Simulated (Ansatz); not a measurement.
**BP: strong compression**

An exercise on one series of results from a longer session: the logs are not shown, and one member is left open.

Method: DFT, LDA, PAW with Ansatz's default frozen-core files, scalar-relativistic, in Ansatz 0.2.0.

## Starting point

Symmetry: F-43m, No. 216, cubic system. Conventional cell: a = 4.452 Å, b = 4.452 Å, c = 4.452 Å, α = 90.00°, β = 90.00°, γ = 90.00°. B (site symmetry -43m) is surrounded by 4 P at 1.93 Å. P (site symmetry -43m) is surrounded by 4 B at 1.93 Å.

Coordinates:

```
CELL_PARAMETERS angstrom
0.00000 2.22606 2.22606
2.22606 0.00000 2.22606
2.22606 2.22606 0.00000
ATOMIC_POSITIONS crystal
B 0.00000 0.00000 0.00000
P 0.25000 0.25000 0.25000
```

Whether this phase is the stable one at these pressures isn't tested.

Atoms are numbered in the order of the input: B1, P2.

The first run:

File input.yaml:

```yaml
crystal:
  lattice:
    - [0.0, 2.2260631449, 2.2260631449]
    - [2.2260631449, 0.0, 2.2260631449]
    - [2.2260631449, 2.2260631449, 0.0]
  atoms:
    - { symbol: B, position: [0.0, 0.0, 0.0] }
    - { symbol: P, position: [0.25, 0.25, 0.25] }
kpoints:
  mp_grid: { grid: [15, 15, 15] }
scf:
  occupations: { method: fermi_dirac, width: 0.08 }
hamiltonian:
  xc: lda
  pseudopotentials: { kind: paw }
output:
  forces: true
  stress: true
  write_density: true
  write_potential: true
  elf: true
  volumetric_format: npy
relax:
  f_tol: 0.005
  max_steps: 40
  cell: {}
```

Run with:

```
ansatz run input.yaml --threads 1 --pin off --max-ram 2048MiB --backend cpu --events-out ev --progress --plain --runs-dir out
```

Among the steps run: Cell relaxed at zero pressure, PAW; Volume scaled by 1, PAW; Volume scaled by 0.94, PAW; Volume scaled by 0.88, PAW; Volume scaled by 0.8, PAW; Volume scaled by 0.72, PAW; Volume scaled by 0.64, PAW; Volume scaled by 0.55, PAW; Volume scaled by 0.55, PAW (cutoff 250 eV).

One of the session's tables, all rows but one given; the rest of the session is left out.

```
             method  volume over the first  volume (Å³/atom)  pressure (GPa)  gap on the k mesh (eV)
                PAW                      1            11.315            0.04                    1.15
                PAW                   0.94            10.637           12.25                    1.08
                PAW                   0.88                 ?               ?                       ?
                PAW                    0.8             9.052           59.24                    0.80
                PAW                   0.72             8.147          105.35                    0.60
                PAW                   0.64             7.242          176.22                    0.38
                PAW                   0.55             6.224          307.16                    0.15
PAW (cutoff 250 eV)                   0.55             6.224          315.28                       –
```

Estimate the missing values for PAW, 0.88.

As computed: volume (Å³/atom): 9.958; pressure (GPa): 28.54; gap on the k mesh (eV): 0.98. In the column «volume (Å³/atom)» it lies between PAW, 0.8 (9.052) and PAW, 0.94 (10.637).

To keep in mind: Warnings in the runs' records: cutoff below recommended.
